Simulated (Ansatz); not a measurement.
# CH4ClGaOS: one species, many methods

Aim: compute CH4ClGaOS with functionals from several rungs and with coupled cluster. The yardstick is the atomisation energy at the CCSD(T) limit.

The runs use Ansatz 0.2.0, Gaussian basis; functionals in def2-TZVPP, the program's frozen cores in correlated methods.

Plan: LDA (SPW92), PBE-D4, revPBE-D4, BLYP-D4, r2SCAN-D4, B97M-V, PBE0-D4, B3LYP-D4, r2SCANh-D4, r2SCAN0-D4, HSE06-D4, BHLYP-D4, CAM-B3LYP-D4, LC-ωPBE, ωB97X-V, ωB97M-V, B2PLYP, PBE-QIDH; CCSD(T)/def2-SVP; CCSD(T)/def2-TZVPP; MP2/def2-QZVPP; extrapolation to the limit; RPA on PBE.

## Step 1: Structure used throughout

All runs share one geometry, relaxed beforehand with PBE0-D4 in a triple-zeta def2 set.

SMILES `C[O][Ga]([SH])[Cl]`, 9 atoms, charge 0, spin multiplicity 1.

Atoms are counted from 1 here; the program's logs count them from 0.

Bond lengths: C1–O2 1.410 Å, C1–H6 1.094 Å, C1–H7 1.094 Å, C1–H8 1.096 Å, O2–Ga3 1.766 Å, Ga3–S4 2.174 Å, Ga3–Cl5 2.134 Å, S4–H9 1.345 Å. Angles: O2–C1–H6 109.3°, O2–C1–H7 109.5°, O2–C1–H8 113.1°, H6–C1–H7 108.4°, H6–C1–H8 108.2°, H7–C1–H8 108.2°, C1–O2–Ga3 124.1°, O2–Ga3–S4 119.7°, O2–Ga3–Cl5 118.9°, S4–Ga3–Cl5 121.5°, Ga3–S4–H9 91.6°.

## Step 2: LDA

This LDA is Slater exchange with PW92 correlation.

in.yaml

```yaml
crystal:
  periodic: [false, false, false]
  atoms:
    - {symbol: C, position_ang: [1.110155, 0.972298, 0.637867]}
    - {symbol: O, position_ang: [0.341270, -0.205842, 0.540204]}
    - {symbol: Ga, position_ang: [-0.884332, -0.489019, -0.699993]}
    - {symbol: S, position_ang: [-1.983162, -2.364703, -0.718729]}
    - {symbol: Cl, position_ang: [-1.251916, 1.031385, -2.151166]}
    - {symbol: H, position_ang: [0.961303, 1.421556, 1.624554]}
    - {symbol: H, position_ang: [2.170909, 0.726362, 0.527686]}
    - {symbol: H, position_ang: [0.851099, 1.718739, -0.121157]}
    - {symbol: H, position_ang: [-1.315326, -2.810786, 0.360734]}
basis:
  gaussian: {orbitals: def2-TZVPP}
hamiltonian: {xc: lda}
output: {orbitals: {seedname: orbitals}}
```

On the command line:

```
ansatz run in.yaml --threads 4 --pin off --events-out ev --progress --plain --max-ram 10444MiB
```

After this run come: PBE-D4 (GGA); revPBE-D4 (GGA); BLYP-D4 (GGA); r2SCAN-D4 (meta-GGA); B97M-V (meta-GGA); PBE0-D4 (hybrid); B3LYP-D4 (hybrid); r2SCANh-D4 (hybrid); r2SCAN0-D4 (hybrid); HSE06-D4 (hybrid); BHLYP-D4 (hybrid); CAM-B3LYP-D4 (range-separated); LC-ωPBE (range-separated); ωB97X-V (range-separated); ωB97M-V (range-separated); B2PLYP (double hybrid); PBE-QIDH (double hybrid); CCSD(T) in def2-SVP; CCSD(T) in def2-TZVPP; MP2 in def2-QZVPP; RPA on PBE orbitals.

Q: Predict the results of all the runs planned. Wanted: atomisation energy, CCSD(T)/CBS; farthest beyond LDA; mean size of error, GGA; mean size of error, meta-GGA; mean size of error, hybrid; mean size of error, range-separated; mean size of error, double hybrid; gap, smallest and largest; T1 diagnostic.

As calculated:

| quantity | value |
| --- | --- |
| atomisation energy, CCSD(T)/CBS | 3053.8 kJ/mol |
| functionals within 30.5 kJ/mol (1.0 %) | r2SCAN-D4, B97M-V, PBE0-D4, r2SCANh-D4, HSE06-D4, CAM-B3LYP-D4, ωB97X-V, ωB97M-V, PBE-QIDH |
| farthest beyond LDA | BHLYP-D4 (-130.6 kJ/mol) |
| mean size of error, GGA | 46.1 kJ/mol |
| mean size of error, meta-GGA | 8.9 kJ/mol |
| mean size of error, hybrid | 44.7 kJ/mol |
| mean size of error, range-separated | 17.0 kJ/mol |
| mean size of error, double hybrid | 39.7 kJ/mol |
| gap, smallest and largest | 4.39 eV (LDA (SPW92)), 11.89 eV (LC-ωPBE) |
| T1 diagnostic | 0.0130 |
| triples share of the correlation energy | 4.1 % |

The LDA atomisation energy is off by 459.1 kJ/mol (15 %): it overbinds. PBE-D4 misses by +39.9 kJ/mol. Double hybrids carry the basis error of their MP2 part in triple zeta, and no dispersion term here, so their miss is partly the set-up's. The rungs meta-GGA, range-separated miss on average by less than the doubt on the reference (30.5 kJ/mol), so they tie. Misses under about 30.5 kJ/mol are within the doubt on the reference itself, which lacks core-valence correlation, relativity and higher excitations, and its outer-core shells are covered unevenly. Hartree-Fock recovers 71 % of the binding; the rest is correlation. CCSD(T) in def2-SVP is off by -187.9 kJ/mol, worse than the median functional, from the basis alone. Orbital gaps span 4.4 to 11.9 eV; exact exchange widens them. Correlated methods include outer-core shells of Ga, which these sets cover unevenly.
